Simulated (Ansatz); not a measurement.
# Br2H4N2Si: up Jacob's ladder to CCSD(T)

An exercise on one series of results from a longer session: the logs are not shown, and one member is left open.

Computed with Ansatz 0.2.0, Gaussian basis. Level: functionals in def2-TZVPP, the program's frozen cores in correlated methods.

Levels to be run: LDA (SPW92), PBE-D4, revPBE-D4, BLYP-D4, r2SCAN-D4, B97M-V, PBE0-D4, B3LYP-D4, r2SCANh-D4, r2SCAN0-D4, HSE06-D4, BHLYP-D4, CAM-B3LYP-D4, LC-ωPBE, ωB97X-V, ωB97M-V, B2PLYP, PBE-QIDH; CCSD(T)/def2-SVP; CCSD(T)/def2-TZVPP; MP2/def2-QZVPP; extrapolation to the limit; RPA on PBE.

### The geometry

The geometry comes from an earlier relaxation with PBE0-D4 in a triple-zeta def2 set; it is a stationary point, not always the lowest conformer.

SMILES `N[Si](N)(Br)Br`, 9 atoms, charge 0, spin multiplicity 1.

Atoms are counted from 1 here; the program's logs count them from 0.

Bond lengths: N1–Si2 1.690 Å, N1–H6 1.008 Å, N1–H7 1.007 Å, Si2–N3 1.690 Å, Si2–Br4 2.227 Å, Si2–Br5 2.227 Å, N3–H8 1.008 Å, N3–H9 1.007 Å. Angles: Si2–N1–H6 119.6°, Si2–N1–H7 120.3°, H6–N1–H7 112.5°, N1–Si2–N3 108.8°, N1–Si2–Br4 104.5°, N1–Si2–Br5 116.7°, N3–Si2–Br4 116.7°, N3–Si2–Br5 104.5°, Br4–Si2–Br5 106.1°, Si2–N3–H8 119.6°, Si2–N3–H9 120.3°, H8–N3–H9 112.5°.

Geometry (Å):

```mol
Br2H4N2Si
  3D, bonds by distance, orders not assigned

  9  8  0  0  0  0  0  0  0  0999 V2000
   -0.0111    1.3748   -0.5367 N   0  0
    0.3140   -0.2484   -0.1951 Si  0  0
   -0.7379   -0.7707    1.0207 N   0  0
    2.4902   -0.2933    0.2761 Br  0  0
    0.0120   -1.7016   -1.8556 Br  0  0
   -0.9482    1.6540   -0.7809 H   0  0
    0.6892    1.9526   -0.9711 H   0  0
   -0.7850   -0.2628    1.8899 H   0  0
   -0.9346   -1.7511    1.1355 H   0  0
  1  2  8  0
  2  3  8  0
  2  4  8  0
  2  5  8  0
  1  6  8  0
  1  7  8  0
  3  8  8  0
  3  9  8  0
M  END
```

The first run:

Input file in.yaml:

```yaml
crystal:
  periodic: [false, false, false]
  atoms:
    - {symbol: N, position_ang: [-0.011132, 1.374819, -0.536703]}
    - {symbol: Si, position_ang: [0.313965, -0.248375, -0.195051]}
    - {symbol: N, position_ang: [-0.737897, -0.770691, 1.020666]}
    - {symbol: Br, position_ang: [2.490239, -0.293298, 0.276139]}
    - {symbol: Br, position_ang: [0.012016, -1.701566, -1.855577]}
    - {symbol: H, position_ang: [-0.948243, 1.654042, -0.780921]}
    - {symbol: H, position_ang: [0.689220, 1.952638, -0.971123]}
    - {symbol: H, position_ang: [-0.785019, -0.262783, 1.889926]}
    - {symbol: H, position_ang: [-0.934649, -1.751086, 1.135544]}
basis:
  gaussian: {orbitals: def2-TZVPP}
hamiltonian: {xc: lda}
output: {orbitals: {seedname: orbitals}}
```

Run with:

```console
$ ansatz run in.yaml --threads 4 --pin off --events-out ev --progress --plain --max-ram 11315MiB
```

Steps of the session up to this table: LDA; PBE-D4 (GGA); revPBE-D4 (GGA); BLYP-D4 (GGA); r2SCAN-D4 (meta-GGA); B97M-V (meta-GGA); B3LYP-D4 (hybrid); r2SCANh-D4 (hybrid); r2SCAN0-D4 (hybrid); HSE06-D4 (hybrid); BHLYP-D4 (hybrid); CAM-B3LYP-D4 (range-separated); LC-ωPBE (range-separated); ωB97X-V (range-separated); ωB97M-V (range-separated); B2PLYP (double hybrid); PBE-QIDH (double hybrid).

One table of the session follows, with a row left open; its other results are not shown here.

It belongs to the step «Orbital energies across the functionals». 

```
  functional  HOMO (eV)  gap (eV)
 LDA (SPW92)          ?         ?
      PBE-D4      -6.43      5.72
   revPBE-D4      -6.37      5.76
     BLYP-D4      -6.28      5.62
   r2SCAN-D4      -6.77      6.45
      B97M-V      -6.84      6.53
     PBE0-D4      -7.80      8.00
    B3LYP-D4      -7.53      7.44
  r2SCANh-D4      -7.27      7.27
  r2SCAN0-D4      -8.02      8.48
    HSE06-D4      -7.40      7.23
    BHLYP-D4      -8.99     10.07
CAM-B3LYP-D4      -9.14     10.30
     LC-ωPBE     -10.55     13.01
     ωB97X-V     -10.17     12.45
     ωB97M-V     -10.04     11.95
```

**Question.** Estimate the row for LDA (SPW92).

**Answer.** HOMO (eV): -6.60; gap (eV): 5.65. In the column «HOMO (eV)» it lies between r2SCAN-D4 (-6.77) and PBE-D4 (-6.43).
